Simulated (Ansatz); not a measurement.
**CH₆BN₂P: a ladder of functionals and wavefunction methods**

The task here is to estimate one member of a computed series from the others.

Method: functionals in def2-TZVPP, the program's frozen cores in correlated methods; program: Ansatz 0.2.0, Gaussian basis.

Levels to be run: LDA (SPW92), PBE-D4, revPBE-D4, BLYP-D4, r2SCAN-D4, B97M-V, PBE0-D4, B3LYP-D4, r2SCANh-D4, r2SCAN0-D4, HSE06-D4, BHLYP-D4, CAM-B3LYP-D4, LC-ωPBE, ωB97X-V, ωB97M-V, B2PLYP, PBE-QIDH; CCSD(T)/def2-SVP; CCSD(T)/def2-TZVPP; MP2/def2-QZVPP; extrapolation to the limit; RPA on PBE.

**The relaxed structure**

The geometry comes from an earlier relaxation with PBE0-D4 in a triple-zeta def2 set; it is a stationary point, not always the lowest conformer.

SMILES `CN1BNP1`, 11 atoms, charge 0, spin multiplicity 1.

Atoms are counted from 1 here; the program's logs count them from 0.

Bond lengths: C1–N2 1.429 Å, C1–H6 1.095 Å, C1–H7 1.096 Å, C1–H8 1.092 Å, N2–B3 1.421 Å, N2–P5 1.728 Å, B3–N4 1.444 Å, B3–H9 1.194 Å, N4–P5 1.726 Å, N4–H10 1.004 Å, P5–H11 1.437 Å. Angles: N2–C1–H6 111.7°, N2–C1–H7 112.0°, N2–C1–H8 109.3°, H6–C1–H7 107.9°, H6–C1–H8 107.9°, H7–C1–H8 107.8°, C1–N2–B3 137.0°, C1–N2–P5 132.0°, B3–N2–P5 90.8°, N2–B3–N4 99.4°, N2–B3–H9 129.9°, N4–B3–H9 130.6°, B3–N4–P5 90.1°, B3–N4–H10 129.3°, P5–N4–H10 125.0°, N2–P5–N4 78.5°, N2–P5–H11 100.0°, N4–P5–H11 100.1°.

Set-up of the first run:

in.yaml

```yaml
crystal:
  periodic: [false, false, false]
  atoms:
    - {symbol: C, position_ang: [-1.262264, 1.020221, -0.377320]}
    - {symbol: N, position_ang: [-0.151729, 0.195309, -0.017497]}
    - {symbol: B, position_ang: [0.922983, -0.449961, -0.686597]}
    - {symbol: N, position_ang: [1.507287, -1.155292, 0.429440]}
    - {symbol: P, position_ang: [0.469677, -0.304269, 1.515322]}
    - {symbol: H, position_ang: [-1.254363, 1.970771, 0.165949]}
    - {symbol: H, position_ang: [-2.220941, 0.527128, -0.180576]}
    - {symbol: H, position_ang: [-1.214562, 1.244188, -1.444980]}
    - {symbol: H, position_ang: [1.265576, -0.382599, -1.828633]}
    - {symbol: H, position_ang: [2.470181, -1.376944, 0.607990]}
    - {symbol: H, position_ang: [-0.466547, -1.345650, 1.837501]}
basis:
  gaussian: {orbitals: def2-TZVPP}
hamiltonian: {xc: lda}
output: {orbitals: {seedname: orbitals}}
```

Steps of the session up to this table: LDA; PBE-D4 (GGA); revPBE-D4 (GGA); BLYP-D4 (GGA); r2SCAN-D4 (meta-GGA); B97M-V (meta-GGA); PBE0-D4 (hybrid); B3LYP-D4 (hybrid); r2SCANh-D4 (hybrid); r2SCAN0-D4 (hybrid); HSE06-D4 (hybrid); BHLYP-D4 (hybrid); CAM-B3LYP-D4 (range-separated); LC-ωPBE (range-separated); ωB97X-V (range-separated); ωB97M-V (range-separated); B2PLYP (double hybrid); PBE-QIDH (double hybrid).

One table of the session follows, with a row left open; its other results are not shown here.

It belongs to the step «Frontier levels by functional». 

```
  functional  HOMO (eV)  gap (eV)
 LDA (SPW92)      -5.64      4.09
      PBE-D4      -5.53      4.21
   revPBE-D4      -5.48      4.26
     BLYP-D4      -5.40      4.21
   r2SCAN-D4      -5.72      4.68
      B97M-V      -5.80      4.73
     PBE0-D4          ?         ?
    B3LYP-D4      -6.47      5.88
  r2SCANh-D4      -6.14      5.45
  r2SCAN0-D4      -6.79      6.60
    HSE06-D4      -6.26      5.53
    BHLYP-D4      -7.70      8.30
CAM-B3LYP-D4      -7.98      8.67
     LC-ωPBE      -9.29     11.22
     ωB97X-V      -8.95     10.71
     ωB97M-V      -8.84     10.33
```

Estimate the missing values for PBE0-D4.

The run gave: HOMO (eV): -6.66; gap (eV): 6.30. In the column «HOMO (eV)» it lies between r2SCAN0-D4 (-6.79) and B3LYP-D4 (-6.47).
